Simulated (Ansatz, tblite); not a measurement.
**C₄₂H₄₂Si₂: a ladder of methods and basis sets**

Aim: run the singlet of C₄₂H₄₂Si₂ at one geometry on many levels, and compare frontier levels, spin and run time.

Program: Ansatz 0.2.0, Gaussian basis. Level of theory: as each input shows. These are calculated values, not measurements.

The runs, in order: GFN1-xTB, GFN2-xTB, PBE-D4/def2-SVP, r2SCAN-D4/def2-SVP.

1 further run of the same task is left out (set aside as unsound or not needed).

### Step 1. The relaxed structure

The singlet was relaxed beforehand with PBE-D4/def2-SVP.

SMILES `C[Si](C)(C)C#C/C=C/c1ccc(/C=C/c2ccc(/C=C/c3ccc(/C=C/c4ccc(C#C[Si](C)(C)C)cc4)cc3)cc2)cc1`, 86 atoms, charge 0, spin multiplicity 1.

Bond lengths: C1–Si2 1.892 Å, C1–H45 1.109 Å, C1–H46 1.109 Å, C1–H47 1.110 Å, Si2–C3 1.891 Å, Si2–C4 1.891 Å, Si2–C5 1.846 Å, C3–H48 1.109 Å, C3–H49 1.109 Å, C3–H50 1.110 Å, C4–H51 1.110 Å, C4–H52 1.109 Å, C4–H53 1.109 Å, C5–C6 1.239 Å, C6–C7 1.411 Å, C7–C8 1.370 Å, C7–H54 1.106 Å, C8–C9 1.455 Å and more. Angles: Si2–C1–H45 110.9°, Si2–C1–H46 111.0°, Si2–C1–H47 110.6°, H45–C1–H46 107.9°, H45–C1–H47 108.1°, H46–C1–H47 108.2°, C1–Si2–C3 110.4°, C1–Si2–C4 110.3°, C1–Si2–C5 108.4°, C3–Si2–C4 110.5°, C3–Si2–C5 108.6°, C4–Si2–C5 108.6°, Si2–C3–H48 110.9°, Si2–C3–H49 111.0°, Si2–C3–H50 110.7°, H48–C3–H49 107.9°, H48–C3–H50 108.1°, H49–C3–H50 108.1° and more.

PBE0-D4/def2-SVP was run before; its log isn't repeated, and its numbers join the tables.

### Step 2. GFN1-xTB

Tight binding, by tblite at 300 K electronic temperature and without a spin-polarisation term:

```python
tblite.interface.Calculator('GFN1-xTB', numbers, positions, charge=0, uhf=0).singlepoint()
```

Energy -3127.6464 eV, HOMO -10.64 eV, LUMO -8.96 eV; 0.5 s.

### Step 3. GFN2-xTB

Tight binding, by tblite at 300 K electronic temperature and without a spin-polarisation term:

```python
tblite.interface.Calculator('GFN2-xTB', numbers, positions, charge=0, uhf=0).singlepoint()
```

Energy -3116.8026 eV, HOMO -9.60 eV, LUMO -7.91 eV; 0.49 s.

### Step 4. PBE-D4/def2-SVP

start.molden holds the orbitals of an earlier run on this state, given as this run's starting guess.

The input, in.yaml:

```yaml
crystal:
  periodic: [false, false, false]
  atoms:
    - {symbol: C, position_ang: [-17.689133, -2.422164, -0.984003]}
    - {symbol: Si, position_ang: [-17.202147, -1.039907, 0.212242]}
    - {symbol: C, position_ang: [-18.023029, -1.306363, 1.894583]}
    - {symbol: C, position_ang: [-17.684137, 0.644122, -0.500072]}
    - {symbol: C, position_ang: [-15.370564, -1.081828, 0.436008]}
    - {symbol: C, position_ang: [-14.138171, -1.118313, 0.560830]}
    - {symbol: C, position_ang: [-12.738164, -1.179569, 0.727569]}
    - {symbol: C, position_ang: [-11.840605, -0.515495, -0.066174]}
    - {symbol: C, position_ang: [-10.389822, -0.541040, 0.047486]}
    - {symbol: C, position_ang: [-9.690042, -1.291420, 1.027830]}
    - {symbol: C, position_ang: [-8.299180, -1.276582, 1.084439]}
    - {symbol: C, position_ang: [-7.519894, -0.517431, 0.169848]}
    - {symbol: C, position_ang: [-6.068151, -0.546993, 0.279203]}
    - {symbol: C, position_ang: [-5.173540, 0.096530, -0.527216]}
    - {symbol: C, position_ang: [-3.721872, 0.069382, -0.422859]}
    - {symbol: C, position_ang: [-3.016180, -0.633459, 0.588064]}
    - {symbol: C, position_ang: [-1.624896, -0.621239, 0.633438]}
    - {symbol: C, position_ang: [-0.849107, 0.089809, -0.321622]}
    - {symbol: C, position_ang: [0.602901, 0.064632, -0.219155]}
    - {symbol: C, position_ang: [1.493181, 0.683129, -1.050016]}
    - {symbol: C, position_ang: [2.944804, 0.667846, -0.946650]}
    - {symbol: C, position_ang: [3.654678, -0.019309, 0.076634]}
    - {symbol: C, position_ang: [5.042950, 0.002917, 0.136554]}
    - {symbol: C, position_ang: [5.815811, 0.713365, -0.822875]}
    - {symbol: C, position_ang: [7.270239, 0.777844, -0.798813]}
    - {symbol: C, position_ang: [8.103888, 0.196192, 0.111908]}
    - {symbol: C, position_ang: [9.559353, 0.276656, 0.140145]}
    - {symbol: C, position_ang: [10.323773, 0.991217, -0.819778]}
    - {symbol: C, position_ang: [11.712111, 1.050650, -0.741355]}
    - {symbol: C, position_ang: [12.413177, 0.394760, 0.307234]}
    - {symbol: C, position_ang: [13.831850, 0.470029, 0.394178]}
    - {symbol: C, position_ang: [15.063188, 0.548817, 0.479073]}
    - {symbol: Si, position_ang: [16.898955, 0.690720, 0.621178]}
    - {symbol: C, position_ang: [17.520104, -0.681631, 1.763357]}
    - {symbol: C, position_ang: [17.654291, 0.512140, -1.102765]}
    - {symbol: C, position_ang: [17.309099, 2.388751, 1.345760]}
    - {symbol: C, position_ang: [11.658112, -0.327810, 1.266317]}
    - {symbol: C, position_ang: [10.267505, -0.380888, 1.178683]}
    - {symbol: C, position_ang: [5.108608, 1.394356, -1.845302]}
    - {symbol: C, position_ang: [3.715759, 1.372213, -1.905524]}
    - {symbol: C, position_ang: [-1.555139, 0.793807, -1.331642]}
    - {symbol: C, position_ang: [-2.946190, 0.782408, -1.376425]}
    - {symbol: C, position_ang: [-8.221032, 0.234000, -0.809475]}
    - {symbol: C, position_ang: [-9.611916, 0.220156, -0.865771]}
    - {symbol: H, position_ang: [-17.194484, -2.287264, -1.967225]}
    - {symbol: H, position_ang: [-17.392635, -3.413697, -0.585983]}
    - {symbol: H, position_ang: [-18.786975, -2.429329, -1.147416]}
    - {symbol: H, position_ang: [-17.725663, -2.281657, 2.330692]}
    - {symbol: H, position_ang: [-17.731127, -0.509968, 2.609063]}
    - {symbol: H, position_ang: [-19.128649, -1.294790, 1.797752]}
    - {symbol: H, position_ang: [-18.781403, 0.703750, -0.656464]}
    - {symbol: H, position_ang: [-17.187148, 0.817930, -1.476044]}
    - {symbol: H, position_ang: [-17.388173, 1.464433, 0.184877]}
    - {symbol: H, position_ang: [-12.371091, -1.809352, 1.558792]}
    - {symbol: H, position_ang: [-12.247659, 0.104960, -0.882764]}
    - {symbol: H, position_ang: [-10.248397, -1.897665, 1.757255]}
    - {symbol: H, position_ang: [-7.781168, -1.869127, 1.855959]}
    - {symbol: H, position_ang: [-5.680928, -1.165249, 1.107225]}
    - {symbol: H, position_ang: [-5.562202, 0.709006, -1.358784]}
    - {symbol: H, position_ang: [-3.570924, -1.196364, 1.353641]}
    - {symbol: H, position_ang: [-1.103740, -1.176427, 1.429711]}
    - {symbol: H, position_ang: [0.994174, -0.523797, 0.628499]}
    - {symbol: H, position_ang: [1.100226, 1.266843, -1.900122]}
    - {symbol: H, position_ang: [3.098824, -0.581785, 0.841524]}
    - {symbol: H, position_ang: [5.548489, -0.541661, 0.947944]}
    - {symbol: H, position_ang: [7.715547, 1.374398, -1.613400]}
    - {symbol: H, position_ang: [7.660555, -0.399568, 0.928073]}
    - {symbol: H, position_ang: [9.816099, 1.513801, -1.643979]}
    - {symbol: H, position_ang: [12.285755, 1.611683, -1.493447]}
    - {symbol: H, position_ang: [17.267690, -1.681604, 1.355895]}
    - {symbol: H, position_ang: [18.622184, -0.625079, 1.881159]}
    - {symbol: H, position_ang: [17.061544, -0.597167, 2.769551]}
    - {symbol: H, position_ang: [17.274516, 1.299300, -1.785349]}
    - {symbol: H, position_ang: [18.759670, 0.600471, -1.056431]}
    - {symbol: H, position_ang: [17.405280, -0.473323, -1.545876]}
    - {symbol: H, position_ang: [18.406759, 2.516094, 1.449732]}
    - {symbol: H, position_ang: [16.850442, 2.513290, 2.347568]}
    - {symbol: H, position_ang: [16.927903, 3.199944, 0.692899]}
    - {symbol: H, position_ang: [12.184614, -0.843247, 2.082528]}
    - {symbol: H, position_ang: [9.698138, -0.944355, 1.934961]}
    - {symbol: H, position_ang: [5.678428, 1.953745, -2.604164]}
    - {symbol: H, position_ang: [3.196032, 1.913089, -2.712259]}
    - {symbol: H, position_ang: [-1.000864, 1.360180, -2.094828]}
    - {symbol: H, position_ang: [-3.467535, 1.339440, -2.171259]}
    - {symbol: H, position_ang: [-7.663294, 0.842103, -1.537697]}
    - {symbol: H, position_ang: [-10.130166, 0.812980, -1.636887]}
basis:
  gaussian: {orbitals: def2-SVP, fitting: {mean_field: def2-universal-jkfit}, initial_orbitals: start.molden}
hamiltonian: {xc: pbe, dispersion: d4}
scf: {omitted_lower_state_checks: [starts]}
output: {forces: true, orbitals: {seedname: orbitals}}
```

On the command line:

```sh
$ ansatz run in.yaml --threads 4 --pin off --events-out ev --progress --plain --max-ram 66560MiB --backend cuda --devices 0, --max-vram 37GiB
```

After this run come: r2SCAN-D4/def2-SVP.

Q: Predict the results of all the runs planned. Wanted: gap in def2-SVP, named functionals, smallest and largest; binding an atom, functionals in def2-SVP.

**Answer**, as computed:

```
                                                quantity                                 value
gap in def2-SVP, named functionals, smallest and largest   1.62 eV (PBE-D4), 2.91 eV (PBE0-D4)
                binding an atom, functionals in def2-SVP  5.01 (r2SCAN-D4) to 5.16 eV (PBE-D4)
```

In words: Orbital gaps of the named functionals in def2-SVP span 1.62 eV (PBE-D4) to 2.91 eV (PBE0-D4); exact exchange widens it.
